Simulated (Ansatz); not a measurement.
# GePH₃ (triplet): the correlation ladder, cc-pVTZ

The task here is to estimate one member of a computed series from the others.

Computed with Ansatz 0.2.0, Gaussian basis. Level: cc-pVTZ, core rule «outside noble gas», up to 19 orbitals frozen.

The runs, in order: UHF; CCSD(T) on ROHF; CCSD(T) on UHF; BCCD(T) on ROHF; CCSDT(Q) on ROHF; CCSDT(Q) on UHF; CASSCF and NEVPT2, 12 electrons in 11 orbitals.

9 further runs of the same task are left out: 2 for a known fault of the program, 1 that didn't finish, 6 set aside as unsound or not needed. Runs told in other sessions of the task aren't counted.

**What is computed**

The geometry is a PBE0/def2-TZVP stationary point (not a proven minimum). No spin-orbit coupling is included. The filled d shell of Ge may be among the frozen orbitals whatever the setting's name suggests.

5 atoms, charge 0, spin multiplicity 3.

Atoms are counted from 1 here; the program's logs count them from 0.

Bond lengths: Ge1–P2 2.312 Å, Ge1–H3 1.539 Å, Ge1–H4 1.539 Å, Ge1–H5 1.539 Å. Angles: P2–Ge1–H3 110.1°, P2–Ge1–H4 110.1°, P2–Ge1–H5 110.1°, H3–Ge1–H4 108.8°, H3–Ge1–H5 108.8°, H4–Ge1–H5 108.8°.

Set-up of the first run:

in.yaml

```yaml
crystal:
  periodic: [false, false, false]
  atoms:
    - {symbol: Ge, position_ang: [-0.656484, -0.004808, 0.000881]}
    - {symbol: P, position_ang: [1.655316, 0.012124, -0.002222]}
    - {symbol: H, position_ang: [-1.195968, 1.436850, 0.003923]}
    - {symbol: H, position_ang: [-1.178396, -0.733455, 1.252326]}
    - {symbol: H, position_ang: [-1.181787, -0.729442, -1.251475]}
basis:
  gaussian: {orbitals: cc-pVTZ}
magnetization: {spin_polarized: true, initial_magnetization: 2}
hamiltonian: {xc: hf}
output: {orbitals: {seedname: orbitals}}
```

Launch:

```
$ ansatz run in.yaml --threads 1 --pin off --events-out ev --progress --plain --max-ram 4096MiB --backend cpu
```

Among the steps run: UHF; CCSD(T) on ROHF; CCSD(T) on UHF; BCCD(T) on ROHF; CCSDT(Q) on ROHF; CCSDT(Q) on UHF; CASSCF and NEVPT2, 12 electrons in 11 orbitals.

One of the session's tables, all rows but one given; the rest of the session is left out.

It belongs to the step «Misses and costs». 

| method | from UCCSDT(Q) (meV) |
| --- | --- |
| ROHF | ? |
| UHF | +7507.5 |
| RMP2 | +1419.0 |
| UMP2 | +1461.4 |
| RCCSD | +322.7 |
| UCCSD | +315.3 |
| RCCSD(T) | +53.1 |
| UCCSD(T) | +52.6 |
| BCCD(T) | +52.2 |
| RCCSDT | +12.9 |
| UCCSDT | +11.1 |
| RCCSDT(Q) | +1.7 |
| UCCSDT(Q) | 0 |
| CASSCF valence | +5910.7 |
| NEVPT2 valence | +1548.1 |

Estimate the missing values for ROHF.

The run gave: from UCCSDT(Q) (meV): +7688.9. In the column «from UCCSDT(Q) (meV)» it is the highest.

With the free atoms at the same levels and basis (separate runs), the atomisation energy is 10.973 eV at UCCSDT(Q), 10.971 eV at RCCSD(T), 10.959 eV at UCCSD(T), 8.105 eV at ROHF.

Limits of these values: Restricted and unrestricted rows rest on different reference determinants; a gap between their highest levels can come from leftover correlation error, from unlike frozen cores or from another state.
